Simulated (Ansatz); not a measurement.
Below is the output of a Python script on Ansatz's Python interface that makes a single point of CrO2 (distorted cell). Write a script that gives it. Level of theory: PBEsol, PAW, cutoff 320 eV, 2×2×3 k-points, Fermi-Dirac smearing of 0.2 eV, collinear spin.

`cro2.xyz`
```text
6
Lattice="4.54357 0.00184 -0.07005 0.00184 4.41043 0.00603 -0.04692 0.00404 3.09617" Properties=species:S:1:pos:R:3:initial_magmoms:R:1 pbc="T T T"
Cr    0.01153365    2.18841314    0.74093620  3.90
Cr    2.31639429    0.06595511    2.39163569  3.90
O     3.26228250    0.83054858    0.70808092  0.00
O     1.35913121    3.51601191    0.72120880  0.00
O     0.85809807    1.29660361    2.29929770  0.00
O     3.69514585    3.17574987    2.28602745  0.00
```

Output of `python cro2_scf.py`:
```text
DeckWarning: basis.ecutwfc = 320 eV is below the records' recommended 420 eV, and the density's cutoff is lower with it unless basis.ecutrho_ratio is high enough to keep the records' density cutoff: compare with a run at a higher cutoff
F = -8941.2322 eV for 6 atoms
E(sigma -> 0) = -8941.0778 eV, TS = 0.30878 eV
closed by deck_thresholds after 21 iterations
ansatz rho
values in e/bohr^3 (x slowest, z fastest)
    6    0.000000    0.000000    0.000000
   27    0.318004    0.000129   -0.004903
   27    0.000129    0.308685    0.000422
   20   -0.004433    0.000382    0.292546
   24   24.000000    0.021795    4.135501    1.400166
   24   24.000000    4.377351    0.124637    4.519536
    8    8.000000    6.164820    1.569509    1.338079
    8    8.000000    2.568386    6.644300    1.362887
    8    8.000000    1.621570    2.450226    4.345043
    8    8.000000    6.982814    6.001297    4.319966
electrons from the file: 52.0
band   lowest  highest (eV from E_F)  electrons
  13   -7.130   -5.564             2.0000
  14   -6.744   -5.397             2.0000
  15   -5.946   -4.828             2.0000
  16   -5.850   -4.414             2.0000
  17   -5.001   -3.850             2.0000
  18   -4.757   -3.596             2.0000
  19   -4.353   -2.851             2.0000
  20   -4.016   -2.784             2.0000
  21   -3.437   -1.725             2.0000
  22   -3.090   -1.427             1.9999
  23   -2.445   -1.208             1.9996
  24   -2.309   -0.825             1.9976
  25   -1.438    1.412             1.0001
  26   -1.151    1.543             0.9896
  27   -1.091    1.862             0.9119
  28   -1.007    1.912             0.7468
  29   -0.481    2.177             0.2596
  30    0.213    2.433             0.0932
  31    0.971    3.647             0.0015
  32    1.371    4.048             0.0003
  33    2.149    4.489             0.0000
  34    2.939    5.363             0.0000
  35    6.469   10.300             0.0000
  36    9.170   12.585             0.0000
  37    9.937   13.327             0.0000
electrons counted from the table: 52.0
```
(Warnings from the package without file and line.)

The script that was run (others could print the same):

`cro2_scf.py`
```python
"""Self-consistent field of CrO2 at the given structure with displaced atoms."""

from pathlib import Path

import ansatz as az
from ase.io.cube import read_cube_data
from ase.units import Bohr
import numpy as np

crystal = az.Crystal.from_extxyz("cro2.xyz")

# settings of the run
base = (
    crystal.calculation()
    .functional("pbesol")
    .basis(320)
    .kpoints(mesh=(2, 2, 3))
    .occupations("fermi_dirac", width=200 * az.meV)
    .spin("collinear")
    .scf(tolerance=1e-08)
    .density()
    .output_files(volumetric_format="cube")
    .band_table()
)
out = base.run(threads=1, backend="cpu")
data = out.report

n_atoms = len(data["lattice"]["sites"])
print("F =", round(data["free_energy_ev"], 4), "eV for", n_atoms, "atoms")
print("E(sigma -> 0) =", round(data["energy_sigma0_ev"], 4), "eV, TS =", round(data["entropy_ts_ev"], 5), "eV")
print("closed by", data["closed_by"], "after", data["n_iterations"], "iterations")

# cube files hold the density in electrons per cubic bohr
folder = Path(out.write_results("cubes"))
print("\n".join((folder / "rho.cube").read_text().splitlines()[: 6 + 6]))
values, cube_atoms = read_cube_data(str(folder / "rho.cube"))
print("electrons from the file:", round(values.mean() * cube_atoms.get_volume() / Bohr ** 3, 3))

table = np.array(data["eigenvalues_ev"]) - data["fermi_energy_ev"]
filling = np.array(data["occupations"])
weights = np.tile(data["kweights"], len(table) // len(data["kweights"]))
print("band   lowest  highest (eV from E_F)  electrons")
for band in range(table.shape[1]):
    if table[:, band].max() > -8:
        print(f"{band + 1:4d} {table[:, band].min():8.3f} {table[:, band].max():8.3f} {weights @ filling[:, band]:18.4f}")
print("electrons counted from the table:", round(float(weights @ filling.sum(axis=1)), 5))
```

What to keep in mind:
- The settings weren't tested for convergence.
- The cutoff lies under the one recommended for these potentials.
- For a metal this mesh is far too coarse, so the numbers only illustrate the procedure.
- Without a Hubbard U or exact exchange, semilocal functionals often make such 3d compounds metallic or too weakly gapped.
- The fields are valence quantities on the plane-wave grid; their values near the nuclei depend on the potentials.
- The cell is a database structure, distorted on purpose.
- Gaps and levels are Kohn-Sham values on a finite set of k-points.
- Timing: 6.8 s on 1 thread of Arm Neoverse V2, with other jobs on the host, peak memory 0.42 GiB.
